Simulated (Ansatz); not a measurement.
# C8H6BF3Se (SMILES CC#CB1C=CC=C(C(F)(F)F)[Se]1) at 6 levels

Aim: a comparison of 6 runs (B3LYP/6-31G*, PBE/6-31G**, PBE0/def2-SVP, MP2/STO-3G, MP2/def2-SVP) of C8H6BF3Se. 

The calculation is run with Ansatz 0.2.0.

2 further runs of the same task are left out: 1 that didn't finish, 1 set aside as unsound or not needed.

## Step 1: Starting point

C8H6BF3Se has 19 atoms, charge 0, and is taken as a singlet. As SMILES, `CC#CB1C=CC=C(C(F)(F)F)[Se]1`. The shape comes from GFN2-xTB, which is rough for such elements, and wasn't checked as a minimum.

Some bond lengths: C1–C2 1.443 Å, C2–C3 1.209 Å, C3–B4 1.501 Å, B4–C5 1.523 Å, C5–C6 1.360 Å, C6–C7 1.419 Å, C7–C8 1.357 Å, C8–C9 1.497 Å, C9–F10 1.342 Å, C9–F11 1.348 Å, C9–F12 1.342 Å, B4–Se13 1.927 Å, C8–Se13 1.864 Å, C1–H14 1.090 Å, C1–H15 1.090 Å, C1–H16 1.090 Å. Some angles: C1–C2–C3 179.8°, C2–C3–B4 179.1°, C3–B4–C5 122.2°, C3–B4–Se13 118.5°, C5–B4–Se13 119.3°, B4–C5–C6 125.5°, C5–C6–C7 125.0°, C6–C7–C8 125.4°, C7–C8–C9 118.9°, C7–C8–Se13 126.5°.

## Step 2: Energy and forces at B3LYP/6-31G(d) (spherical functions) (run 1)

File job.yaml:

```yaml
crystal:
  periodic: [false, false, false]
  atoms:
    - symbol: C
      position_ang: [-4.691370, 0.539980, 0.007390]
    - symbol: C
      position_ang: [-3.265670, 0.318170, -0.005360]
    - symbol: C
      position_ang: [-2.071410, 0.132400, -0.011400]
    - symbol: B
      position_ang: [-0.592080, -0.120970, -0.016380]
    - symbol: C
      position_ang: [-0.009070, -1.527790, -0.007130]
    - symbol: C
      position_ang: [1.316260, -1.833670, -0.003080]
    - symbol: C
      position_ang: [2.371230, -0.884390, -0.009600]
    - symbol: C
      position_ang: [2.215590, 0.463920, -0.031270]
    - symbol: C
      position_ang: [3.433200, 1.334320, 0.000980]
    - symbol: F
      position_ang: [4.453100, 0.840000, -0.718430]
    - symbol: F
      position_ang: [3.908390, 1.497310, 1.251970]
    - symbol: F
      position_ang: [3.194080, 2.567540, -0.470330]
    - symbol: Se
      position_ang: [0.600050, 1.392940, -0.033100]
    - symbol: H
      position_ang: [-4.930800, 1.477850, -0.493630]
    - symbol: H
      position_ang: [-5.044170, 0.591640, 1.037610]
    - symbol: H
      position_ang: [-5.204180, -0.277700, -0.499210]
    - symbol: H
      position_ang: [-0.692390, -2.369090, -0.000920]
    - symbol: H
      position_ang: [1.626540, -2.871230, 0.006930]
    - symbol: H
      position_ang: [3.382720, -1.271230, -0.005040]
basis:
  gaussian:
    orbitals: 6-31G_st_-spherical.json
accuracy: high
hamiltonian:
  xc: {name: B3LYP}
output: {forces: true, orbitals: {seedname: orbitals}}
```

The basis set 6-31G* is read from a file made from the Basis Set Exchange's data (not shown).

Launch:

```sh
ansatz run job.yaml --threads 8 --pin off --max-ram 17400MiB --events-out events.jsonl --progress --plain --runs-dir runs
```

The program printed:

```text
Warning: RAYON_NUM_THREADS=8 ignored (pool sized by the plan → 8); use --threads N
[... 16 lines left out ...]
Total energy: -82561.95136431 eV, -3034.0957501379 hartree
[... 19 lines left out ...]
Dipole moment:    -0.510196    -0.402378    -0.010276 e Å
```

Wall time 9 s (8 threads of Intel Xeon 6975P-C (Granite Rapids), shared host); peak memory 1.8 GiB.

## Step 3: Energy and forces at B3LYP/6-31G(d) (Cartesian functions) (run 2)

Edit job.yaml of step 2 so:

```diff
@@ -43,6 +43,6 @@
   gaussian:
-    orbitals: 6-31G_st_-spherical.json
-accuracy: high
+    orbitals: "6-31G*"
 hamiltonian:
   xc: {name: B3LYP}
+accuracy: high
 output: {forces: true, orbitals: {seedname: orbitals}}
```

Launch:

```sh
ansatz run job.yaml --threads 8 --pin off --max-ram 17400MiB --events-out events.jsonl --progress --plain --runs-dir runs
```

The program printed:

```text
Warning: RAYON_NUM_THREADS=8 ignored (pool sized by the plan → 8); use --threads N
[... 16 lines left out ...]
Total energy: -82562.39597347 eV, -3034.1120892230 hartree
[... 19 lines left out ...]
Dipole moment:    -0.510324    -0.402470    -0.010213 e Å
```

Wall time 9.3 s (8 threads of Intel Xeon 6975P-C (Granite Rapids), shared host); peak memory 2 GiB.

Runs 3 to 4 aren't shown in full; the table further down has their settings and results.

## Step 4: Energy and forces at MP2/STO-3G (run 5)

File in.yaml:

```yaml
crystal:
  periodic: [false, false, false]
  atoms:
    - symbol: C
      position_ang: [-4.691370, 0.539980, 0.007390]
    - symbol: C
      position_ang: [-3.265670, 0.318170, -0.005360]
    - symbol: C
      position_ang: [-2.071410, 0.132400, -0.011400]
    - symbol: B
      position_ang: [-0.592080, -0.120970, -0.016380]
    - symbol: C
      position_ang: [-0.009070, -1.527790, -0.007130]
    - symbol: C
      position_ang: [1.316260, -1.833670, -0.003080]
    - symbol: C
      position_ang: [2.371230, -0.884390, -0.009600]
    - symbol: C
      position_ang: [2.215590, 0.463920, -0.031270]
    - symbol: C
      position_ang: [3.433200, 1.334320, 0.000980]
    - symbol: F
      position_ang: [4.453100, 0.840000, -0.718430]
    - symbol: F
      position_ang: [3.908390, 1.497310, 1.251970]
    - symbol: F
      position_ang: [3.194080, 2.567540, -0.470330]
    - symbol: Se
      position_ang: [0.600050, 1.392940, -0.033100]
    - symbol: H
      position_ang: [-4.930800, 1.477850, -0.493630]
    - symbol: H
      position_ang: [-5.044170, 0.591640, 1.037610]
    - symbol: H
      position_ang: [-5.204180, -0.277700, -0.499210]
    - symbol: H
      position_ang: [-0.692390, -2.369090, -0.000920]
    - symbol: H
      position_ang: [1.626540, -2.871230, 0.006930]
    - symbol: H
      position_ang: [3.382720, -1.271230, -0.005040]
basis:
  gaussian:
    orbitals: STO-3G
correlation:
  method: mp2
  frozen_orbitals: {B: 1, C: 1, F: 1, H: 0, Se: 9}
accuracy: high
output: {forces: true, orbitals: {seedname: orbitals}}
```

Launch:

```sh
ansatz run in.yaml --threads 8 --pin off --max-ram 17400MiB --events-out events.jsonl --progress --plain --runs-dir runs
```

The program printed:

```text
Warning: RAYON_NUM_THREADS=8 ignored (pool sized by the plan → 8); use --threads N
[... 11 lines left out ...]
21 core orbitals not correlated: weight in the atoms' cores, before any rotation towards them, 1.000 or more for the frozen orbitals, at most 0.000 for the correlated occupied ones
[... 3 lines left out ...]
Total energy: -81507.38901318 eV, -2995.3412985419 hartree
[... 19 lines left out ...]
Dipole moment:    -0.143645    -0.285987    -0.003556 e Å
```

Wall time 2.3 s (8 threads of Intel Xeon 6975P-C (Granite Rapids), shared host); peak memory 0.48 GiB.

## Step 5: Energy and forces at MP2/def2-SVP (run 6)

File molecule.yaml:

```yaml
crystal:
  periodic: [false, false, false]
  atoms:
    - {symbol: C, position_ang: [-4.691370, 0.539980, 0.007390]}
    - {symbol: C, position_ang: [-3.265670, 0.318170, -0.005360]}
    - {symbol: C, position_ang: [-2.071410, 0.132400, -0.011400]}
    - {symbol: B, position_ang: [-0.592080, -0.120970, -0.016380]}
    - {symbol: C, position_ang: [-0.009070, -1.527790, -0.007130]}
    - {symbol: C, position_ang: [1.316260, -1.833670, -0.003080]}
    - {symbol: C, position_ang: [2.371230, -0.884390, -0.009600]}
    - {symbol: C, position_ang: [2.215590, 0.463920, -0.031270]}
    - {symbol: C, position_ang: [3.433200, 1.334320, 0.000980]}
    - {symbol: F, position_ang: [4.453100, 0.840000, -0.718430]}
    - {symbol: F, position_ang: [3.908390, 1.497310, 1.251970]}
    - {symbol: F, position_ang: [3.194080, 2.567540, -0.470330]}
    - {symbol: Se, position_ang: [0.600050, 1.392940, -0.033100]}
    - {symbol: H, position_ang: [-4.930800, 1.477850, -0.493630]}
    - {symbol: H, position_ang: [-5.044170, 0.591640, 1.037610]}
    - {symbol: H, position_ang: [-5.204180, -0.277700, -0.499210]}
    - {symbol: H, position_ang: [-0.692390, -2.369090, -0.000920]}
    - {symbol: H, position_ang: [1.626540, -2.871230, 0.006930]}
    - {symbol: H, position_ang: [3.382720, -1.271230, -0.005040]}
basis:
  gaussian:
    orbitals: def2-SVP
output:
  forces: true
  orbitals: {seedname: orbitals}
accuracy: high
correlation:
  method: mp2
  frozen_orbitals: {B: 1, C: 1, F: 1, H: 0, Se: 9}
```

Launch:

```sh
ansatz run molecule.yaml --threads 8 --pin off --max-ram 17400MiB --events-out events.jsonl --progress --plain --runs-dir runs
```

The program printed:

```text
Warning: RAYON_NUM_THREADS=8 ignored (pool sized by the plan → 8); use --threads N
[... 11 lines left out ...]
21 core orbitals not correlated: weight in the atoms' cores, before any rotation towards them, 1.000 or more for the frozen orbitals, at most 0.000 for the correlated occupied ones
[... 3 lines left out ...]
Total energy: -82460.69497754 eV, -3030.3746465580 hartree
[... 19 lines left out ...]
Dipole moment:    -0.502147    -0.389768    -0.013092 e Å
```

Run time: 23 s. Hardware: 8 threads of Intel Xeon 6975P-C (Granite Rapids), shared host; peak memory 2.4 GiB.

## Step 6: All runs side by side

| run | level | Cartesian functions | frozen core orbitals | energy (Eh) | dipole moment (D) | HOMO energy (eV) | LUMO energy (eV) | wall time |
| --- | --- | --- | --- | --- | --- | --- | --- | --- |
| 1 | B3LYP/6-31G* (spherical functions) | no | – | -3034.095750 | 3.12 | -6.46 | -2.14 | 9 s |
| 2 | B3LYP/6-31G* (Cartesian functions) | yes | – | -3034.112089 | 3.12 | -6.46 | -2.14 | 9.3 s |
| 3 | PBE/6-31G** (spherical functions) | no | – | -3032.998202 | 2.84 | -5.69 | -2.73 | 7.5 s |
| 4 | PBE0/def2-SVP | no | – | -3032.652236 | 3.30 | -6.95 | -2.29 | 8.7 s |
| 5 | MP2/STO-3G | no | 21 | -2995.341299 | 1.54 | -6.98 | 4.18 | 2.3 s |
| 6 | MP2/def2-SVP | no | 21 | -3030.374647 | 3.05 | -8.96 | 0.96 | 23 s |

## Step 7: Summary of results

```
                                           quantity           value
                                run 6: total energy  -3030.37465 Eh
          run 6: dipole moment (correlated density)          3.05 D
         run 6: HOMO energy (Hartree–Fock orbitals)        -8.96 eV
         run 6: LUMO energy (Hartree–Fock orbitals)         0.96 eV
       run 6: HOMO–LUMO gap (Hartree–Fock orbitals)         9.92 eV
run 6: correlation energy (21 core orbitals frozen)     -1892.9 mEh
                    run 6: largest force on an atom      2.042 eV/Å
```

**Reading.** The dipole moment (its size) runs from 1.54 D (MP2/STO-3G) to 3.30 D (PBE0/def2-SVP). The two ends differ in method and basis. Over runs 1, 2, 3, 4 the HOMO–LUMO gap runs from 2.96 eV (PBE/6-31G**) to 4.65 eV (PBE0/def2-SVP). Totals of different functionals can't be ranked against each other. In runs 5, 6 the log says that unrestricted orbitals would lower the reference, so the values rest on an unstable closed-shell determinant (other closed-shell runs at this shape may share the fault). In run 5 the basis is minimal, so the values are rough. All runs together took 59 s, the longest 23 s.
